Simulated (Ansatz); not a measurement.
## Ge3Pd under changes of volume

One of the cells (17.766 Å³/atom); the others are scaled copies at fixed shape and fractional positions:

```
CELL_PARAMETERS angstrom
4.14202 0.00000 0.00000
0.00000 4.14202 0.00000
0.00000 0.00000 4.14202
ATOMIC_POSITIONS crystal
Pd 0.00000 0.00000 0.00000
Ge 0.50000 0.50000 0.00000
Ge 0.50000 0.00000 0.50000
Ge 0.00000 0.50000 0.50000
```

The cell comes from a database or a generator and needn't be the stable form of this composition.

| Quantity | Value |
| --- | --- |
| Program | Ansatz 0.2.0 |
| Functional | PBEsol |
| Potentials or basis | Ansatz PAW |
| Cutoff | 420 eV (not typed: the program's choice for these potentials) |
| k mesh | 7 × 7 × 7 |
| Occupations | fermi-dirac, width 0.05 eV |
| Spin | no spin polarisation |

```tsv
volume (Å³/atom)	energy over the lowest point (meV/atom)	pressure (GPa)
16.700	0.00	1.0
17.055	0.40	-1.2
17.410	?	?
17.766	14.08	-4.7
18.121	26.34	-6.2
18.476	41.66	-7.5
18.831	59.66	-8.6
```

**Question.** What does the run at 17.410 Å³/atom give?

**Answer.** Energy over the lowest point 5.28 meV/atom; pressure -3.1 GPa.

Worked out: A Birch-Murnaghan fit of order 3 (a polynomial in V^(-2/3)) to the other rows has its minimum at 16.85 Å³/atom with B0 = V·E''(V) = 103 GPa and B' = 5.0. It gives 5.26 meV/atom at 17.410 Å³/atom, against the run's 5.28, and -dE/dV = -3.1 GPa, against -3.1.

Energies are extrapolated to zero smearing.

Caveats: the PAW data sets come from PBE, with cores solved anew for the run's functional, which leaves a small shift of forces and pressure.
